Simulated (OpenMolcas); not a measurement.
# BH2SeF (SMILES FB[SeH]) at HF/Ahlrichs_VTZ

What is the adiabatic electron affinity of BH2SeF at HF/Ahlrichs_VTZ? 

The calculation is run with OpenMolcas 26.06.

8 further runs of the same task are left out: 3 that didn't finish, 5 set aside as unsound or not needed.

**1. Starting point**

BH2SeF has 5 atoms, charge 0, and is taken as a singlet. SMILES: `FB[SeH]`. Geometry: relaxed at PBE0-D4/def2-TZVP. This is one conformer, not always the lowest. The run starts from this shape.

Bond lengths: F1–B2 1.320 Å, B2–Se3 1.934 Å, B2–H4 1.194 Å, Se3–H5 1.467 Å. Angles: F1–B2–Se3 118.0°, F1–B2–H4 119.8°, Se3–B2–H4 122.2°, B2–Se3–H5 93.3°.

**2. A geometry optimisation at HF/Ahlrichs_VTZ**

Contents of calc.inp:

```
* BFH2Se Hartree-Fock

&GATEWAY
  XBAS
  F.Ahlrichs_VTZ
  B.Ahlrichs_VTZ
  Se.Ahlrichs_VTZ
  H.Ahlrichs_VTZ
  End of Basis
  ZMAT
  F1
  B2 1 1.320116
  Se3 2 1.934037 1 117.99297
  H4 2 1.193509 1 119.80381 3 179.9982
  H5 3 1.466608 2 93.31751 4 0.00801
  End of ZMAT
>>> EXPORT MOLCAS_MAXITER=40
>>> Do While

&SEWARD

&SCF
  PrOrbitals=1 1

&SLAPAF
>>> EndDo
```

Run with:

```
$ export MOLCAS_MEM=1860
$ pymolcas calc.inp > calc.log
```

What it wrote:

```text
--- Start Module: gateway ---
[...]
--- Stop Module: gateway /rc=_RC_ALL_IS_WELL_ ---
[...]
      Basis functions           72
[...]
       Convergence after  11 Iterations
[...]
::    Total SCF energy                              -2525.1241663752
[...]
 *              Molecular gradients               *
 **************************************************
  Irreducible representation: a
 ------------------------------------------------------------------------------------------
                              X                       Y                       Z
 ------------------------------------------------------------------------------------------
  F1                1.43652092938140E-03   -4.12153548264661E-07    1.38717641545085E-02
  B2                1.16579815893605E-02   -2.26901360972628E-06   -1.28802194253241E-02
  SE3              -9.43496204961036E-04    2.95474768014382E-06   -1.08827313694828E-02
  H4               -6.99020579704168E-03    1.95239591023875E-06    5.02677636087379E-03
  H5               -5.16080051669432E-03   -2.22597643239101E-06    4.86441027943219E-03
 ------------------------------------------------------------------------------------------
[...]
--- Start Module: slapaf ---
[...]
 Geometry is converged in   8 iterations to a Minimum Structure
*****************************************************************************************************************
*****************************************************************************************************************
++ Geometry section
********************************************************************************
  Geometrical information of the final structure
********************************************************************************
  NOTE: on convergence the final predicted structure will be printed here.
  This is not identical to the structure printed in the head of the output.
 *********************************************************
[...]
--- Stop Module: slapaf /rc=_RC_INVOKED_OTHER_MODULE_ ---
--- Start Module: last_energy ---
[...]
       Convergence after   5 Iterations
[...]
::    Total SCF energy                              -2525.1248898403
[...]
      Total spin, S                                     0.0000000000
[...]
      Total electronic charge=   50.000000
      Total            charge=   -0.000000
[...]
      Dipole Moment (debye):
      Origin of the operator (angstrom)=    1.2128   -0.0000    1.7803
                   X= -8.8606E-01               Y= -8.7794E-05               Z=  2.1821E+00           Total=  2.3552E+00
      Quadrupole Moment (debye*angstrom):
[...]
--- Stop Module: last_energy /rc=_RC_ALL_IS_WELL_ ---
[...]
```

Run time: 32 s. Hardware: 1 thread of Arm Neoverse V1, shared host; peak memory 0.43 GiB.

Steps, from the record of the run:

```
step  energy from the first frame kept (eV)  largest force (eV/Å)
   0                                 0.0000                0.8933
   1                                -0.0132                0.3541
   2                                -0.0185                0.1224
   3                                -0.0190                0.0976
   4                                -0.0195                0.0527
   5                                -0.0196                0.0382
   6                                -0.0197                0.0398
   7                                -0.0197                0.0220
```

After the run. Bond lengths: F1–B2 1.335 Å, B2–Se3 1.952 Å, B2–H4 1.175 Å, Se3–H5 1.451 Å. Angles: F1–B2–Se3 117.6°, F1–B2–H4 119.3°, Se3–B2–H4 123.0°, B2–Se3–H5 95.4°.

**3. The doublet anion, same level**

Contents of calc.input:

```
* BFH2Se Hartree-Fock
&GATEWAY
XBAS
F.Ahlrichs_VTZ
B.Ahlrichs_VTZ
Se.Ahlrichs_VTZ
H.Ahlrichs_VTZ
End of Basis
ZMAT
F1
B2 1 1.320116
Se3 2 1.934037 1 117.99297
H4 2 1.193509 1 119.80381 3 179.9982
H5 3 1.466608 2 93.31751 4 0.00801
End of ZMAT
>>> EXPORT MOLCAS_MAXITER=40
>>> Do While
&SEWARD
&SCF
UHF
Charge=-1
Spin=2
PrOrbitals=1 1
&SLAPAF
>>> EndDo
```

Run with:

```
$ export MOLCAS_MEM=1860
$ pymolcas calc.input > calc.log
```

What it wrote:

```text
--- Start Module: gateway ---
[...]
--- Stop Module: gateway /rc=_RC_ALL_IS_WELL_ ---
[...]
      Basis functions           72
[...]
       Convergence after  18 Iterations
[...]
::    Total SCF energy                              -2525.0625093670
[...]
 *              Molecular gradients               *
 **************************************************
  Irreducible representation: a
 ------------------------------------------------------------------------------------------
                              X                       Y                       Z
 ------------------------------------------------------------------------------------------
  F1               -5.10003785762425E-03   -3.77301083624436E-07    8.66465211746696E-02
  B2                5.18651384725128E-02    3.17557519630431E-06   -5.87424884876115E-02
  SE3              -4.11483484270860E-02   -1.34491036314817E-06   -2.75801347914868E-02
  H4               -3.69049149544054E-04   -2.19658536942339E-06   -2.27937042778747E-03
  H5               -5.24770303819988E-03    7.43221619892132E-07    1.95547253223705E-03
 ------------------------------------------------------------------------------------------
[...]
--- Start Module: slapaf ---
[...]
 Geometry is converged in  11 iterations to a Minimum Structure
*****************************************************************************************************************
*****************************************************************************************************************
++ Geometry section
********************************************************************************
  Geometrical information of the final structure
********************************************************************************
  NOTE: on convergence the final predicted structure will be printed here.
  This is not identical to the structure printed in the head of the output.
 *********************************************************
[...]
--- Stop Module: slapaf /rc=_RC_INVOKED_OTHER_MODULE_ ---
--- Start Module: last_energy ---
[...]
       Convergence after   4 Iterations
[...]
::    Total SCF energy                              -2525.0789294448
[...]
      Total spin, S                                     0.5087978448
[...]
      Total electronic charge=   51.000000
      Total            charge=   -1.000000
[...]
      Dipole Moment (debye):
      Origin of the operator (angstrom)=    1.2519    0.0000    1.7960
                   X=  3.1958E+00               Y=  2.4896E-04               Z=  3.1216E+00           Total=  4.4674E+00
      Center of Charge (angstrom)
[...]
--- Stop Module: last_energy /rc=_RC_ALL_IS_WELL_ ---
[...]
```

Wall time 48 s (1 thread of Arm Neoverse V1, shared host); peak memory 0.43 GiB.

Step by step:

```
step  energy from the first frame kept (eV)  largest force (eV/Å)
   0                                 0.0000                4.4633
   1                                -0.2943                2.0486
   2                                -0.4365                0.5120
   3                                -0.4409                0.3104
   4                                -0.4447                0.0800
   5                                -0.4456                0.0732
   6                                -0.4461                0.0763
   7                                -0.4464                0.0730
   8                                -0.4467                0.0491
   9                                -0.4468                0.0212
  10                                -0.4468                0.0087
```

After the run. Bond lengths: F1–B2 1.427 Å, B2–Se3 2.108 Å, B2–H4 1.185 Å, Se3–H5 1.460 Å. Angles: F1–B2–Se3 112.0°, F1–B2–H4 123.5°, Se3–B2–H4 124.5°, B2–Se3–H5 96.7°.

**4. Outcome**

Level: HF/Ahlrichs_VTZ.

| quantity | value |
| --- | --- |
| singlet BH2SeF: total energy at the end | -2525.12489 Eh |
| singlet BH2SeF: dipole moment | 2.36 D |
| singlet BH2SeF: HOMO energy | -10.41 eV |
| singlet BH2SeF: LUMO energy | 2.30 eV |
| singlet BH2SeF: HOMO–LUMO gap | 12.71 eV |
| doublet anion: total energy at the end | -2525.07893 Eh |
| doublet anion: HOMO energy (highest over α and β) | -0.06 eV |
| doublet anion: LUMO energy (lowest over α and β) | 8.42 eV |
| doublet anion: ⟨S²⟩ | 0.768 |
| adiabatic electron affinity (to the doublet anion, no zero-point term) | -1.251 eV |

In words: The adiabatic electron affinity (to the doublet anion, no zero-point term) is −1.25 eV (−29 kcal/mol). A negative value puts this state of the anion above the relaxed parent: the electron is not bound at this level, and such a value depends on the basis. The optimisation (singlet BH2SeF) took 7 steps and changed the energy by -0.020 eV. Mulliken charges (singlet BH2SeF) run from -0.43 on F1 to +0.40 on B2. The optimisation (doublet anion) took 10 steps and changed the energy by -0.447 eV. Mulliken charges (doublet anion) run from -0.54 on F1 to -0.03 on B2.
